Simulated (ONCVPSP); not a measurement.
# Cu: the cost of one run

Program: ONCVPSP 4.0.1. Reference atom: PBE, scalar-relativistic, spherical and spin-unpolarised. All values are calculated.

### 1 Settings

Typed settings, in words:

| Item | Value |
| --- | --- |
| element | copper (Cu, Z = 29) |
| type | optimised norm-conserving Vanderbilt (ONCV) |
| frozen core | [Ne] |
| valence charge | 19 |
| reference configuration | 3s2 3p6 3d10 4p1 |
| partial waves | 3s: rc 1.15 bohr, ncon 4, nbas 8, qcut 8.5 1/bohr, 1 projector; 3p+4p: rc 1.55 bohr, ncon 5, nbas 9, qcut 10.3 1/bohr, 2 projectors; 3d: rc 1.55 bohr, ncon 4, nbas 9, qcut 8.1 1/bohr, 2 projectors, debl 3.3 Ha |
| local potential | polynomial inside 1.05 bohr (lpopt 2, dvloc0 6 Ha) |
| core correction | not asked for |

An earlier all-electron run gives the scale for the radii.

All-electron outer shells of the reference configuration (PBE, scalar-relativistic, ld1.x):

```json
{"shell": "2p", "level (eV)": "-918.96", "outermost node (bohr)": "–", "outermost maximum (bohr)": "0.16"}
{"shell": "3s", "level (eV)": "-116.83", "outermost node (bohr)": "0.29", "outermost maximum (bohr)": "0.61"}
{"shell": "3p", "level (eV)": "-74.29", "outermost node (bohr)": "0.26", "outermost maximum (bohr)": "0.62"}
{"shell": "3d", "level (eV)": "-7.15", "outermost node (bohr)": "–", "outermost maximum (bohr)": "0.60"}
{"shell": "4s", "level (eV)": "-6.07", "outermost node (bohr)": "0.89", "outermost maximum (bohr)": "2.21"}
{"shell": "4p", "level (eV)": "-1.71", "outermost node (bohr)": "0.97", "outermost maximum (bohr)": "3.35"}
```

### 2 Generation

Contents of Cu.dat:

```
# ATOM AND REFERENCE CONFIGURATION
# atsym  z   nc   nv     iexc    psfile
  Cu 29.00    3    4        4      upf
#
#   n    l    f
    1    0    2.00
    2    0    2.00
    2    1    6.00
    3    0    2.00
    3    1    6.00
    3    2   10.00
    4    1    1.00
#
# PSEUDOPOTENTIAL AND OPTIMIZATION
# lmax
    2
#
#   l,   rc,      ep,       ncon, nbas, qcut
    0    1.15    0.00    4    8    8.50
    1    1.55    0.00    5    9   10.30
    2    1.55    0.00    4    9    8.10
#
# LOCAL POTENTIAL
# lloc, lpopt,  rc(5),   dvloc0
    4    2    1.05    6.00
#
# VANDERBILT-KLEINMAN-BYLANDER PROJECTORs
# l, nproj, debl
    0    1    2.70
    1    2    2.30
    2    2    3.30
#
# MODEL CORE CHARGE
# icmod, fcfact, rcfact
    0    0.00    0.00
#
# LOG DERIVATIVE ANALYSIS
# epsh1, epsh2, depsh
   -6.00    5.00    0.04
#
# OUTPUT GRID
# rlmax, drl
    6.00    0.01
#
# TEST CONFIGURATIONS
# ncnf
    4
# nvcnf
#   n    l    f
    5
    3    0    2.00
    3    1    6.00
    3    2   10.00
    4    1    0.00
    4    0    1.00
#
    4
    3    0    2.00
    3    1    6.00
    3    2   10.00
    4    1    0.00
#
    4
    3    0    2.00
    3    1    6.00
    3    2    9.00
    4    1    0.00
#
    5
    3    0    2.00
    3    1    6.00
    3    2    9.00
    4    1    0.00
    4    0    2.00
#
```

The run is started by

```console
$ oncvpsp.x < Cu.dat > Cu.out
```

**Question.** How long does this run take on 1 thread of Intel Xeon Platinum 8488C, shared host?

About 4.2 s.
